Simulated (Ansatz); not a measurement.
# The pair Br···GeH₄, charge −1: a pair, distance and angle

A grid of calculations on the pair Br···GeH₄, charge −1, to see where the energy is lowest and how it rises around there.

Program: Ansatz 0.2.0. Level of theory: RKS B3LYP-D4/def2-TZVPD. These are calculated values, not measurements.

## Step 1: The system as given

6 atoms, charge -1, spin multiplicity 1.

Atoms are counted from 1 here; the program's logs count them from 0.

Bond lengths: Ge2–H3 1.562 Å, Ge2–H4 1.562 Å, Ge2–H5 1.567 Å, Ge2–H6 1.561 Å. Angles: H3–Ge2–H4 105.2°, H3–Ge2–H5 113.6°, H3–Ge2–H6 105.2°, H4–Ge2–H5 113.5°, H4–Ge2–H6 105.3°, H5–Ge2–H6 113.2°.

Geometry (Å):

```xyz
6
BrGeH4
Br   -0.0636    0.1796   -3.3858
Ge    0.0109   -0.0309    0.6182
H    -1.2548    0.5609    1.3160
H     1.2210    0.7168    1.2625
H    -0.0277    0.0745   -0.9451
H     0.1143   -1.5008    1.1341
```

This geometry comes from a loose relaxation at PBE in a small basis, which is not shown.

## Step 2: Relaxing the molecule

input.yaml

```yaml
crystal:
  periodic: [false, false, false]
  atoms:
    - { symbol: Br, position_ang: [-0.063626, 0.179595, -3.385847] }
    - { symbol: Ge, position_ang: [0.010853, -0.030879, 0.618182] }
    - { symbol: H, position_ang: [-1.254822, 0.560871, 1.315998] }
    - { symbol: H, position_ang: [1.220976, 0.716753, 1.262538] }
    - { symbol: H, position_ang: [-0.027719, 0.074512, -0.945061] }
    - { symbol: H, position_ang: [0.114338, -1.500753, 1.134089] }
total_charge: -1
basis:
  gaussian: { orbitals: def2-TZVPD }
hamiltonian:
  xc: { name: B3LYP }
  dispersion: d4
output:
  forces: true
relax:
  f_tol: 0.003
  max_steps: 120
```

The run is started by

```console
$ ansatz run input.yaml --threads 1 --pin off --max-ram 2560MiB --backend cpu --events-out ev --progress --plain --runs-dir out
```

Log, shortened:

```text
Warning: RAYON_NUM_THREADS=1 ignored (pool sized by the plan → 1); use --threads N
[...]
Functional definition: B3LYP
[...]
1074 factors; their error is unknown
[...]
mean field -126634.11742120 eV, -4653.7179795413 hartree, gradient 8.0e-5 eV, S^2 0.000000; 0 other end points of the search recorded, 0 dependent functions left out
[...]
reference -126634.11769602 eV, -4653.7179896409 hartree; 36, 36 occupied and 111, 111 virtual orbitals, 1074 factors
relax step   1: F+E_penalty+E_count = -126634.24778691 eV  Δ(F+E_penalty+E_count) = +0.000e0 eV  max|allowed force component| = 3.349e-1 eV/Å  Δτ_max = 0.0000 Å  (25 SCF iters, accepted)
[...]
relax step   4: F+E_penalty+E_count = -126634.26236224 eV  Δ(F+E_penalty+E_count) = -2.988e-4 eV  max|allowed force component| = 2.016e-2 eV/Å  Δτ_max = 0.0215 Å  (29 SCF iters, accepted)
[...]
relax step   5: F+E_penalty+E_count = -126634.26242994 eV  Δ(F+E_penalty+E_count) = -6.770e-5 eV  max|allowed force component| = 1.578e-3 eV/Å  Δτ_max = 0.0036 Å  (30 SCF iters, accepted)
1074 factors; their error is unknown
[...]
mean field -126634.13742930 eV, -4653.7187148254 hartree, gradient 7.1e-6 eV, S^2 0.000000; 1 other end points of the search recorded, 0 dependent functions left out
[...]
reference -126634.13769998 eV, -4653.7187247727 hartree; 36, 36 occupied and 111, 111 virtual orbitals, 1074 factors
Total energy: -126634.26270062 eV, -4653.7233184615 hartree
Atom 0 at    -0.068511     0.192531    -3.512248 Å, force    -0.000313     0.000768     0.000548 eV/Å
Atom 1 at     0.012401    -0.034940     0.650939 Å, force     0.000002     0.000013    -0.001578 eV/Å
Atom 2 at    -1.251136     0.559500     1.321432 Å, force     0.000373    -0.000081    -0.000015 eV/Å
Atom 3 at     1.217146     0.714645     1.272115 Å, force    -0.000423    -0.000151     0.000422 eV/Å
Atom 4 at    -0.024012     0.065003    -0.884893 Å, force     0.000406    -0.001005    -0.000701 eV/Å
Atom 5 at     0.114112    -1.496639     1.152554 Å, force    -0.000046     0.000456     0.001323 eV/Å
Dipole moment:     0.029889    -0.084179     1.558163 e Å
```

Run time: 29 s. Hardware: 1 thread of Intel Xeon Platinum 8488C (Sapphire Rapids), shared host; peak memory 0.35 GiB.

Relaxation path:

| step | energy from step 1 (eV) | largest force component (eV/Å) |
| --- | --- | --- |
| 1 | 0.0000 | 0.3349 |
| 2 | -0.0080 | 0.1608 |
| 3 | -0.0143 | 0.0353 |
| 4 | -0.0146 | 0.0202 |
| 5 | -0.0146 | 0.0016 |

Distances of close pairs at the start and the end, largest changes first:

| bond | before (Å) | after (Å) | change (Å) |
| --- | --- | --- | --- |
| Ge2–H5 | 1.567 | 1.540 | -0.028 |
| Ge2–H3 | 1.562 | 1.549 | -0.013 |
| Ge2–H4 | 1.562 | 1.549 | -0.013 |
| Ge2–H6 | 1.561 | 1.549 | -0.012 |

## Step 3: The part GeH₄ alone, at the geometry typed

input.yaml

```yaml
crystal:
  periodic: [false, false, false]
  atoms:
    - { symbol: Ge, position_ang: [0.012401, -0.03494, 0.650939] }
    - { symbol: H, position_ang: [-1.251136, 0.5595, 1.321432] }
    - { symbol: H, position_ang: [1.217146, 0.714645, 1.272115] }
    - { symbol: H, position_ang: [-0.024012, 0.065003, -0.884893] }
    - { symbol: H, position_ang: [0.114112, -1.496639, 1.152554] }
basis:
  gaussian: { orbitals: def2-TZVPD }
hamiltonian:
  xc: { name: B3LYP }
  dispersion: d4
output:
  forces: true
```

The run is started by

```console
$ ansatz run input.yaml --threads 1 --pin off --max-ram 2560MiB --backend cpu --events-out ev --progress --plain --runs-dir out
```

Log, shortened:

```text
Warning: RAYON_NUM_THREADS=1 ignored (pool sized by the plan → 1); use --threads N
[...]
Functional definition: B3LYP
[...]
618 factors; their error is unknown
[...]
mean field -56584.46935303 eV, -2079.4408943930 hartree, gradient 2.8e-5 eV, S^2 0.000000; 0 other end points of the search recorded, 0 dependent functions left out
[...]
reference -56584.46955976 eV, -2079.4409019901 hartree; 18, 18 occupied and 72, 72 virtual orbitals, 618 factors
Total energy: -56584.53949935 eV, -2079.4434722228 hartree
Atom 0 at     0.012401    -0.034940     0.650939 Å, force     0.015163    -0.041702     0.653412 eV/Å
Atom 1 at    -1.251136     0.559500     1.321432 Å, force     0.069097    -0.020206    -0.275270 eV/Å
Atom 2 at     1.217146     0.714645     1.272115 Å, force    -0.075746    -0.029056    -0.270659 eV/Å
Atom 3 at    -0.024012     0.065003    -0.884893 Å, force     0.002607    -0.007483     0.152841 eV/Å
Atom 4 at     0.114112    -1.496639     1.152554 Å, force    -0.011121     0.098447    -0.260325 eV/Å
Dipole moment:    -0.001264     0.003455    -0.050837 e Å
```

Run time: 1.4 s. Hardware: 1 thread of Intel Xeon Platinum 8488C (Sapphire Rapids), shared host; peak memory 0.15 GiB.

## Step 4: Reference: Br− by itself, as typed

input.yaml

```yaml
crystal:
  periodic: [false, false, false]
  atoms:
    - { symbol: Br, position_ang: [-0.068511, 0.192531, -3.512248] }
total_charge: -1
basis:
  gaussian: { orbitals: def2-TZVPD }
hamiltonian:
  xc: { name: B3LYP }
```

The run is started by

```console
$ ansatz run input.yaml --threads 1 --pin off --max-ram 2560MiB --backend cpu --events-out ev --progress --plain --runs-dir out
```

Log:

```text
Warning: RAYON_NUM_THREADS=1 ignored (pool sized by the plan → 1); use --threads N
Engine: ansatz 0.2.0, x86_64-unknown-linux-gnu
Functional definition: B3LYP
  parameter a0 = 0.2
  parameter ax = 0.72
  parameter ac = 0.81
  exchange = (1 - a0 - ax)*slater_x + ax*b88_x + a0*exact_x
  correlation = (1 - ac)*vwn_rpa_c + ac*lyp_c
456 factors; their error is unknown
mean field evaluation 1: about -70046.6130 eV, gradient 3.7e1 eV
mean field evaluation 2: about -70045.9767 eV, gradient 4.7e1 eV
mean field evaluation 4: about -70049.2458 eV, gradient 7.6e-1 eV
mean field evaluation 8: about -70049.5075 eV, gradient 3.2e-4 eV
mean field -70049.50754867 eV, -2574.2719211521 hartree, gradient 2.3e-5 eV, S^2 0.000000; 0 other end points of the search recorded, 0 dependent functions left out
reference -70049.50769408 eV, -2574.2719264956 hartree; 18, 18 occupied and 39, 39 virtual orbitals, 456 factors
Total energy: -70049.50769408 eV, -2574.2719264956 hartree
```

It took 0.52 s on 1 thread of Intel Xeon Platinum 8488C (Sapphire Rapids), shared host; peak memory 0.1 GiB.

## Step 5: Setting up the map

The axes are (1) distance Ge2···Br1: 11 values from 3.503 to 6.103 Å; (2) turn of Br1 about Ge2: 11 values from −60 to 60 °.

Nothing else is relaxed (both partners rigid). Energies count from the ion and the molecule far apart, frozen as in the relaxed pair, each in its own basis (no counterpoise correction). Points are written as (first, second).

Of the runs on the grid, 3 are shown in the steps below; the others differ only in the two coordinates.

## Step 6: Grid point (4.224 Å, −60°)

input.yaml

```yaml
crystal:
  periodic: [false, false, false]
  atoms:
    - { symbol: Br, position_ang: [0.397002, 3.708544, -1.267545] }
    - { symbol: Ge, position_ang: [0.012401, -0.03494, 0.650939] }
    - { symbol: H, position_ang: [-1.251136, 0.5595, 1.321432] }
    - { symbol: H, position_ang: [1.217146, 0.714645, 1.272115] }
    - { symbol: H, position_ang: [-0.024012, 0.065003, -0.884893] }
    - { symbol: H, position_ang: [0.114112, -1.496639, 1.152554] }
total_charge: -1
basis:
  gaussian: { orbitals: def2-TZVPD }
hamiltonian:
  xc: { name: B3LYP }
  dispersion: d4
output:
  forces: true
```

The run is started by

```console
$ ansatz run input.yaml --threads 1 --pin off --max-ram 2560MiB --backend cpu --events-out ev --progress --plain --runs-dir out
```

Log, shortened:

```text
Warning: RAYON_NUM_THREADS=1 ignored (pool sized by the plan → 1); use --threads N
[...]
Functional definition: B3LYP
[...]
1074 factors; their error is unknown
[...]
mean field -126634.10343134 eV, -4653.7174654236 hartree, gradient 2.0e-5 eV, S^2 0.000000; 0 other end points of the search recorded, 0 dependent functions left out
[...]
reference -126634.10370561 eV, -4653.7174755026 hartree; 36, 36 occupied and 111, 111 virtual orbitals, 1074 factors
Total energy: -126634.22692950 eV, -4653.7220038971 hartree
Atom 0 at     0.397002     3.708544    -1.267545 Å, force    -0.016915    -0.096046     0.044919 eV/Å
Atom 1 at     0.012401    -0.034940     0.650939 Å, force     0.107859     0.597316     0.268661 eV/Å
Atom 2 at    -1.251136     0.559500     1.321432 Å, force     0.046158    -0.114654    -0.205991 eV/Å
Atom 3 at     1.217146     0.714645     1.272115 Å, force    -0.105045    -0.146229    -0.214981 eV/Å
Atom 4 at    -0.024012     0.065003    -0.884893 Å, force    -0.007022    -0.101041     0.239655 eV/Å
Atom 5 at     0.114112    -1.496639     1.152554 Å, force    -0.025035    -0.139345    -0.132263 eV/Å
Dipole moment:    -0.163438    -1.622083     0.778312 e Å
```

It took 5 s on 1 thread of Intel Xeon Platinum 8488C (Sapphire Rapids), shared host; peak memory 0.34 GiB.

Energy on the map's scale: −17.3 kJ/mol.

## Step 7: Grid point (3.503 Å, −24°)

Edit input.yaml of step 6 so:

```diff
@@ -3,3 +3,3 @@
   atoms:
-    - { symbol: Br, position_ang: [0.397002, 3.708544, -1.267545] }
+    - { symbol: Br, position_ang: [0.11607, 1.552806, -2.46985] }
     - { symbol: Ge, position_ang: [0.012401, -0.03494, 0.650939] }
```

The run is started by

```console
$ ansatz run input.yaml --threads 1 --pin off --max-ram 2560MiB --backend cpu --events-out ev --progress --plain --runs-dir out
```

Log, shortened:

```text
Warning: RAYON_NUM_THREADS=1 ignored (pool sized by the plan → 1); use --threads N
[...]
Functional definition: B3LYP
[...]
1074 factors; their error is unknown
[...]
mean field -126633.90400222 eV, -4653.7101365385 hartree, gradient 3.4e-5 eV, S^2 0.000000; 0 other end points of the search recorded, 0 dependent functions left out
[...]
reference -126633.90427430 eV, -4653.7101465375 hartree; 36, 36 occupied and 111, 111 virtual orbitals, 1074 factors
Total energy: -126634.05447534 eV, -4653.7156663236 hartree
Atom 0 at     0.116070     1.552806    -2.469850 Å, force     0.032372     0.480392    -0.726817 eV/Å
Atom 1 at     0.012401    -0.034940     0.650939 Å, force    -0.008253    -0.165422     0.179063 eV/Å
Atom 2 at    -1.251136     0.559500     1.321432 Å, force    -0.025733    -0.012223     0.040488 eV/Å
Atom 3 at     1.217146     0.714645     1.272115 Å, force    -0.005301    -0.026136    -0.002552 eV/Å
Atom 4 at    -0.024012     0.065003    -0.884893 Å, force    -0.003275    -0.081674     0.244019 eV/Å
Atom 5 at     0.114112    -1.496639     1.152554 Å, force     0.010190    -0.194938     0.265800 eV/Å
Dipole moment:    -0.034700    -0.503894     0.912212 e Å
```

Wall time 4.9 s (1 thread of Intel Xeon Platinum 8488C (Sapphire Rapids), shared host); peak memory 0.35 GiB.

That is −0.7 kJ/mol from the zero.

## Step 8: Point (3.776 Å, −60°)

Edit input.yaml of step 7 so:

```diff
@@ -3,3 +3,3 @@
   atoms:
-    - { symbol: Br, position_ang: [0.11607, 1.552806, -2.46985] }
+    - { symbol: Br, position_ang: [0.356211, 3.311508, -1.06407] }
     - { symbol: Ge, position_ang: [0.012401, -0.03494, 0.650939] }
```

The run is started by

```console
$ ansatz run input.yaml --threads 1 --pin off --max-ram 2560MiB --backend cpu --events-out ev --progress --plain --runs-dir out
```

Log, shortened:

```text
Warning: RAYON_NUM_THREADS=1 ignored (pool sized by the plan → 1); use --threads N
[...]
Functional definition: B3LYP
[...]
1074 factors; their error is unknown
[...]
mean field -126634.12026247 eV, -4653.7180839561 hartree, gradient 1.9e-5 eV, S^2 0.000000; 0 other end points of the search recorded, 0 dependent functions left out
[...]
reference -126634.12053646 eV, -4653.7180940251 hartree; 36, 36 occupied and 111, 111 virtual orbitals, 1074 factors
Total energy: -126634.26368688 eV, -4653.7233547061 hartree
Atom 0 at     0.356211     3.311508    -1.064070 Å, force    -0.020098    -0.022007     0.022366 eV/Å
Atom 1 at     0.012401    -0.034940     0.650939 Å, force     0.129135     0.726141     0.176289 eV/Å
Atom 2 at    -1.251136     0.559500     1.321432 Å, force     0.036857    -0.134225    -0.188595 eV/Å
Atom 3 at     1.217146     0.714645     1.272115 Å, force    -0.104889    -0.188273    -0.192343 eV/Å
Atom 4 at    -0.024012     0.065003    -0.884893 Å, force    -0.011135    -0.160592     0.265387 eV/Å
Atom 5 at     0.114112    -1.496639     1.152554 Å, force    -0.029870    -0.221044    -0.083104 eV/Å
Dipole moment:    -0.135553    -1.357713     0.641688 e Å
```

Wall time 4.8 s (1 thread of Intel Xeon Platinum 8488C (Sapphire Rapids), shared host); peak memory 0.34 GiB.

Energy on the map's scale: −20.9 kJ/mol.

## Step 9: All points together

121 points were computed. Energies in kJ/mol, from the ion and the molecule far apart, frozen as in the relaxed pair, each in its own basis (no counterpoise correction):

| turn of Br1 about Ge2 (°) ↓, distance Ge2···Br1 (Å) → | 3.503 | 3.606 | 3.776 | 3.985 | 4.224 | 4.488 | 4.775 | 5.081 | 5.405 | 5.746 | 6.103 |
| --- | --- | --- | --- | --- | --- | --- | --- | --- | --- | --- | --- |
| 60 | −8.2 | −11.4 | −14.4 | −15.3 | −14.6 | −12.8 | −10.7 | −8.7 | −7.0 | −5.7 | −4.7 |
| 48 | −9.4 | −12.7 | −15.6 | −16.6 | −15.7 | −13.9 | −11.6 | −9.5 | −7.7 | −6.2 | −5.1 |
| 36 | −6.0 | −10.8 | −15.3 | −17.3 | −16.9 | −15.1 | −12.8 | −10.4 | −8.4 | −6.9 | −5.6 |
| 24 | −0.4 | −7.5 | −14.6 | −18.1 | −18.4 | −16.7 | −14.2 | −11.6 | −9.3 | −7.5 | −6.1 |
| 12 | 4.8 | −4.7 | −14.2 | −19.1 | −20.0 | −18.3 | −15.5 | −12.6 | −10.1 | −8.1 | −6.5 |
| 0 | 7.3 | −3.5 | −14.1 | −19.7 | −20.7 | −19.0 | −16.1 | −13.1 | −10.4 | −8.3 | −6.7 |
| −12 | 5.1 | −4.6 | −14.3 | −19.3 | −20.1 | −18.4 | −15.6 | −12.7 | −10.2 | −8.1 | −6.6 |
| −24 | −0.7 | −7.9 | −15.0 | −18.5 | −18.8 | −17.1 | −14.5 | −11.8 | −9.5 | −7.6 | −6.2 |
| −36 | −8.3 | −12.8 | −16.9 | −18.5 | −17.9 | −15.8 | −13.3 | −10.9 | −8.8 | −7.1 | −5.8 |
| −48 | −15.5 | −17.8 | −19.4 | −19.2 | −17.6 | −15.1 | −12.5 | −10.2 | −8.2 | −6.6 | −5.5 |
| −60 | −19.8 | −20.8 | −20.9 | −19.6 | −17.3 | −14.6 | −11.9 | −9.6 | −7.7 | −6.2 | −5.1 |

On the same grid, largest force on an atom (eV/Å):

```csv
"turn of Br1 about Ge2 (°) ↓, distance Ge2···Br1 (Å) →",3.503,3.606,3.776,3.985,4.224,4.488,4.775,5.081,5.405,5.746,6.103
60,0.81,0.81,0.80,0.77,0.73,0.69,0.65,0.62,0.60,0.59,0.58
48,0.53,0.55,0.56,0.55,0.53,0.51,0.49,0.48,0.47,0.47,0.48
36,0.58,0.39,0.30,0.33,0.33,0.33,0.33,0.33,0.35,0.37,0.39
24,0.86,0.59,0.29,0.18,0.18,0.19,0.20,0.21,0.24,0.27,0.31
12,1.14,0.79,0.40,0.12,0.09,0.12,0.15,0.18,0.20,0.22,0.26
0,1.29,0.89,0.45,0.14,0.03,0.09,0.12,0.17,0.20,0.21,0.24
−12,1.17,0.81,0.40,0.12,0.08,0.11,0.15,0.18,0.20,0.22,0.26
−24,0.87,0.60,0.29,0.17,0.17,0.18,0.20,0.21,0.22,0.26,0.30
−36,0.56,0.37,0.29,0.28,0.29,0.29,0.29,0.30,0.32,0.34,0.37
−48,0.50,0.51,0.51,0.50,0.48,0.45,0.43,0.43,0.43,0.44,0.46
−60,0.81,0.79,0.76,0.71,0.66,0.62,0.59,0.56,0.55,0.55,0.55
```

## Step 10: Summary of results

| quantity | value |
| --- | --- |
| lowest point | (3.776 Å, −60°), −20.9 kJ/mol |
| highest computed point | (3.503 Å, 0°), 28.2 kJ/mol above the lowest |
| largest force on an atom (eV/Å) | 0.03 at (4.224 Å, 0°) to 1.29 at (3.503 Å, 0°); 0.76 at the lowest point |
| time for the whole task | 10 min on 1 thread, shared host |

In words: The lowest computed point is at (3.776 Å, −60°), −20.9 kJ/mol from the ion and the molecule far apart, frozen as in the relaxed pair, each in its own basis (no counterpoise correction). It lies at the edge of the scanned range, so the true minimum may lie outside. The grid is coarse, so the lowest point of the scanned range may lie between grid points; coordinates that were held can hide deeper minima. The highest computed point, (3.503 Å, 0°), lies 28.2 kJ/mol above the lowest. No counterpoise correction was made, so wells between separate parts tend to come out somewhat too deep.
